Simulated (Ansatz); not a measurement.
# BClHI, SMILES ClBI: the interaction energy of a dimer with the counterpoise correction

Program: the Ansatz DFT code, driven from Python.

Interactive session:
```pycon
>>> import ansatz as az
>>> BASIS = 'def2-SVP'
>>> FUNCTIONAL = 'r2scan'
>>> FIRST = [
...     ('Cl', (-1.6997, -0.5863, 0.1608)),
...     ('B', (-0.0799, 0.1793, -0.1299)),
...     ('I', (1.6576, -0.7398, 0.787)),
...     ('H', (0.122, 1.1469, -0.8178)),
... ]
>>> SECOND = [
...     ('Cl', (2.1487, -2.8384, 2.8535)),
...     ('B', (2.1502, -3.9323, 4.3019)),
...     ('I', (1.9079, -3.028, 6.2584)),
...     ('H', (2.2463, -5.1323, 4.2707)),
... ]
>>> def energy(atoms, ghosts=()):
...     molecule = az.Crystal.molecule()
...     for symbol, xyz in atoms:
...         molecule = molecule.atom(symbol, xyz)
...     calc = (
...         molecule.calculation()
...         .basis(gaussian=BASIS)
...         .functional(FUNCTIONAL)
...     )
...     deck = calc.input()
...     if ghosts:
...         deck = deck.set(az.key.basis.gaussian.ghost_atoms, [{'symbol': s, 'position_ang': list(xyz)} for s, xyz in ghosts])
...     return az.Session.from_dict(deck).plan().execute().report['free_energy_ev']
...
>>> # monomers in their own basis and in the basis of the dimer
>>> both = energy(FIRST + SECOND)
>>> alone = energy(FIRST) + energy(SECOND)
>>> ghosted = energy(FIRST, SECOND) + energy(SECOND, FIRST)
>>> print(f'dimer {both:.6f} eV')
dimer -42629.439205 eV
>>> print(f'interaction, uncorrected   {96.485332 * (both - alone):8.3f} kJ/mol')
interaction, uncorrected     32.425 kJ/mol
>>> print(f'interaction, counterpoise  {96.485332 * (both - ghosted):8.3f} kJ/mol')
interaction, counterpoise    35.020 kJ/mol
>>> print(f'basis-set superposition    {96.485332 * (alone - ghosted):8.3f} kJ/mol')
basis-set superposition       2.595 kJ/mol
```

Uncorrected it is 32.425 kJ/mol, with the counterpoise correction 35.020 kJ/mol; the difference, 2.595 kJ/mol, is the superposition error. In this basis both values are repulsive.

Reading the output:
- Total energies depend on the basis set; only differences at equal settings carry meaning.
- The dimer is a generated trial pose of unrelaxed monomers, not a minimum, so the figure is no binding energy, and the basis set is small.
- def2 sets replace the cores of elements past krypton by effective core potentials.
- This level lacks the dispersion part of the attraction (electrostatics and induction are there), which can decide the sign where the interaction is weak.
- Finished in 28 s on 1 thread of Arm Neoverse V1, with other jobs on the host, peak memory 0.25 GiB.
